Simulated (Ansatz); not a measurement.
# CH4AlClS: basis-set convergence

How large a basis does CH4AlClS need? Two functionals are run in growing sets.

Method: one geometry, several basis sets; program: Ansatz 0.2.0, Gaussian basis.

The runs, in order: PBE0-D4/def2-SVP; ωB97M-V/def2-SVP; PBE0-D4/def2-QZVPP; ωB97M-V/def2-QZVPP; the functionals' def2-TZVPP values are taken from earlier runs.

## (1) Structure used throughout

The geometry comes from an earlier relaxation with PBE0-D4 in a triple-zeta def2 set; it is a stationary point, not always the lowest conformer.

SMILES `C[S][AlH][Cl]`, 8 atoms, charge 0, spin multiplicity 1.

Atoms are counted from 1 here; the program's logs count them from 0.

Bond lengths: C1–S2 1.824 Å, C1–H5 1.091 Å, C1–H6 1.089 Å, C1–H7 1.089 Å, S2–Al3 2.158 Å, Al3–Cl4 2.092 Å, Al3–H8 1.574 Å. Angles: S2–C1–H5 112.0°, S2–C1–H6 108.6°, S2–C1–H7 108.7°, H5–C1–H6 109.0°, H5–C1–H7 109.0°, H6–C1–H7 109.4°, C1–S2–Al3 100.1°, S2–Al3–Cl4 118.0°, S2–Al3–H8 120.9°, Cl4–Al3–H8 121.0°.

## (2) PBE0-D4 in def2-SVP

File in.yaml:

```yaml
crystal:
  periodic: [false, false, false]
  atoms:
    - {symbol: C, position_ang: [-1.003852, 0.824815, -0.567326]}
    - {symbol: S, position_ang: [-0.818114, -0.960933, -0.245107]}
    - {symbol: Al, position_ang: [1.154649, -0.986024, 0.629501]}
    - {symbol: Cl, position_ang: [1.941425, -2.829928, 1.225813]}
    - {symbol: H, position_ang: [-0.123681, 1.389836, -0.258688]}
    - {symbol: H, position_ang: [-1.163382, 0.971088, -1.634523]}
    - {symbol: H, position_ang: [-1.870557, 1.189527, -0.018166]}
    - {symbol: H, position_ang: [1.975612, 0.344420, 0.812696]}
basis:
  gaussian: {orbitals: def2-SVP}
hamiltonian: {xc: pbe0, dispersion: d4}
output: {orbitals: {seedname: orbitals}}
```

The runs that follow: ωB97M-V in def2-SVP; PBE0-D4 in def2-QZVPP; ωB97M-V in def2-QZVPP.

Q: Predict the results of all the runs planned. Wanted: PBE0-D4: double and triple zeta above quadruple; ωB97M-V: double and triple zeta above quadruple.

The runs gave:

| quantity | value |
| --- | --- |
| PBE0-D4: double and triple zeta above quadruple | 12.62, 0.96 eV |
| ωB97M-V: double and triple zeta above quadruple | 12.59, 0.93 eV |

For PBE0-D4 the step from double to triple zeta gains 11.66 eV and the next only 0.96 eV. These are total energies; as a rule much of such shifts cancels in differences, which this series doesn't test.
